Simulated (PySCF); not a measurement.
# Accurate constants of InO−, step by step

One table from this session's results is given with a row withheld; the runs are named, their logs left out.

Computed with PySCF 2.14.0. Level: CCSD(T) on RHF, scalar-relativistic core potentials.

2 further runs of the same task are left out: 2 set aside as unsound or not needed.

Set-up of the first run:

```yaml
molecule: InO−
state: singlet, unpaired electrons none
smaller_basis: In aug-cc-pwCVDZ-PP with ECP28, O aug-cc-pVDZ
larger_basis: In aug-cc-pwCVTZ-PP with ECP28, O aug-cc-pVTZ
frozen_core_orbitals: 5
extrapolation: correlation as n⁻³ (n = 2, 3), Hartree–Fock as (n+1)·exp(−9√n)
corrections: core–valence correlation
distances_Å: 1.7106, 1.7884, 1.8661, 1.9439, 2.0216, 2.1188, 2.2160
masses_u: 114.9039, 15.9949
dissociation_limit: In + O−
```

On the command line:

```bash
$ OMP_NUM_THREADS=4 python comp.py task.json out
```

One of the session's tables, all rows but one given; the rest of the session is left out.

Parts of the energy along the bond, in eV from In + O−:

| R (Å) | HF/CBS | CCSD corr. | (T) | core–valence |
| --- | --- | --- | --- | --- |
| 1.7106 | -1.684 | -1.806 | -0.3076 | -0.0062 |
| 1.7884 | -2.138 | -1.832 | -0.3364 | -0.0040 |
| 1.8661 | -2.294 | -1.871 | -0.3696 | -0.0023 |
| 1.9439 | ? | ? | ? | ? |
| 2.0216 | -2.059 | -1.976 | -0.4481 | -0.0001 |
| 2.1188 | -1.704 | -2.051 | -0.5043 | 0.0007 |
| 2.2160 | -1.272 | -2.128 | -0.5650 | 0.0012 |

Estimate the missing values for R (Å) = 1.9439.

Worked estimate for «HF/CBS». A straight line through the neighbours (1.8661, -2.294) and (2.0216, -2.059) gives -2.294 + (-2.059 + 2.294) × (1.9439 − 1.8661) / (2.0216 − 1.8661) = -2.176; a parabola fitted to 4 rows on both sides gives -2.243.

The run gave: HF/CBS: -2.245; CCSD corr.: -1.921; (T): -0.4069; core–valence: -0.0010. In «HF/CBS» the line misses by +0.069 and the parabola by +0.002.

To keep in mind: Spin–orbit coupling and excitations beyond (T) are left out. An extrapolation from double and triple zeta is rough, so this isn't yet the limit.
